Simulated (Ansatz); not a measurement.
**C2H7NSi: one species, many methods**

One table from this session's results is given with a row withheld; the runs are named, their logs left out.

Program: Ansatz 0.2.0, Gaussian basis. Level of theory: functionals in def2-TZVPP, the program's frozen cores in correlated methods. These are calculated values, not measurements.

The runs, in order: LDA (SPW92), PBE-D4, revPBE-D4, BLYP-D4, r2SCAN-D4, B97M-V, PBE0-D4, B3LYP-D4, r2SCANh-D4, r2SCAN0-D4, HSE06-D4, BHLYP-D4, CAM-B3LYP-D4, LC-ωPBE, ωB97X-V, ωB97M-V, B2PLYP, PBE-QIDH; CCSD(T)/def2-SVP; CCSD(T)/def2-TZVPP; MP2/def2-QZVPP; extrapolation to the limit; RPA on PBE.

## Structure used throughout

The geometry comes from an earlier relaxation with PBE0-D4 in a triple-zeta def2 set; it is a stationary point, not always the lowest conformer.

SMILES `N/C=C/[SiH3]`, 11 atoms, charge 0, spin multiplicity 1.

Atoms are counted from 1 here; the program's logs count them from 0.

Bond lengths: N1–C2 1.367 Å, N1–H5 1.006 Å, N1–H6 1.004 Å, C2–C3 1.343 Å, C2–H7 1.088 Å, C3–Si4 1.836 Å, C3–H8 1.090 Å, Si4–H9 1.491 Å, Si4–H10 1.490 Å, Si4–H11 1.491 Å. Angles: C2–N1–H5 117.8°, C2–N1–H6 118.1°, H5–N1–H6 115.0°, N1–C2–C3 126.9°, N1–C2–H7 113.2°, C3–C2–H7 119.9°, C2–C3–Si4 121.9°, C2–C3–H8 118.1°, Si4–C3–H8 120.0°, C3–Si4–H9 112.7°, C3–Si4–H10 108.5°, C3–Si4–H11 112.4°, H9–Si4–H10 108.3°, H9–Si4–H11 106.3°, H10–Si4–H11 108.4°.

The first run:

The input, in.yaml:

```yaml
crystal:
  periodic: [false, false, false]
  atoms:
    - {symbol: N, position_ang: [-1.218276, 1.435004, 1.158638]}
    - {symbol: C, position_ang: [-0.219396, 0.714519, 0.564824]}
    - {symbol: C, position_ang: [-0.363302, -0.355312, -0.233933]}
    - {symbol: Si, position_ang: [1.082743, -1.278642, -0.887586]}
    - {symbol: H, position_ang: [-2.156817, 1.302541, 0.821530]}
    - {symbol: H, position_ang: [-1.007857, 2.365615, 1.471164]}
    - {symbol: H, position_ang: [0.776336, 1.060366, 0.834432]}
    - {symbol: H, position_ang: [-1.373985, -0.677249, -0.483518]}
    - {symbol: H, position_ang: [1.107943, -2.701049, -0.440209]}
    - {symbol: H, position_ang: [2.326678, -0.613395, -0.406367]}
    - {symbol: H, position_ang: [1.111432, -1.309399, -2.378275]}
basis:
  gaussian: {orbitals: def2-TZVPP}
hamiltonian: {xc: lda}
output: {orbitals: {seedname: orbitals}}
```

The run is started by

```bash
ansatz run in.yaml --threads 2 --pin off --events-out ev --progress --plain --max-ram 4352MiB
```

Steps of the session up to this table: LDA; PBE-D4 (GGA); revPBE-D4 (GGA); BLYP-D4 (GGA); r2SCAN-D4 (meta-GGA); B97M-V (meta-GGA); PBE0-D4 (hybrid); B3LYP-D4 (hybrid); r2SCANh-D4 (hybrid); r2SCAN0-D4 (hybrid); HSE06-D4 (hybrid); BHLYP-D4 (hybrid); CAM-B3LYP-D4 (range-separated); LC-ωPBE (range-separated); ωB97X-V (range-separated); ωB97M-V (range-separated); B2PLYP (double hybrid); PBE-QIDH (double hybrid).

One of the session's tables, all rows but one given; the rest of the session is left out.

It belongs to the step «Frontier levels by functional». 

| functional | HOMO (eV) | LUMO (eV) | gap (eV) |
| --- | --- | --- | --- |
| LDA (SPW92) | -5.28 | -0.71 | 4.57 |
| PBE-D4 | -5.13 | -0.50 | 4.62 |
| revPBE-D4 | -5.07 | -0.42 | 4.65 |
| BLYP-D4 | -4.98 | -0.38 | 4.60 |
| r2SCAN-D4 | -5.33 | -0.28 | 5.05 |
| B97M-V | -5.42 | -0.29 | 5.13 |
| PBE0-D4 | -6.24 | 0.46 | 6.70 |
| B3LYP-D4 | -6.02 | 0.23 | 6.26 |
| r2SCANh-D4 | -5.75 | 0.07 | 5.82 |
| r2SCAN0-D4 | -6.38 | 0.60 | 6.98 |
| HSE06-D4 | -5.84 | 0.08 | 5.92 |
| BHLYP-D4 | -7.22 | 1.46 | 8.68 |
| CAM-B3LYP-D4 | -7.51 | 1.56 | 9.07 |
| LC-ωPBE | -8.84 | 2.72 | 11.55 |
| ωB97X-V | ? | ? | ? |
| ωB97M-V | -8.40 | 2.30 | 10.70 |

Q: Estimate the row for ωB97X-V from the others.

The run gave: HOMO (eV): -8.48; LUMO (eV): 2.64; gap (eV): 11.12. In the column «HOMO (eV)» it lies between LC-ωPBE (-8.84) and ωB97M-V (-8.40).
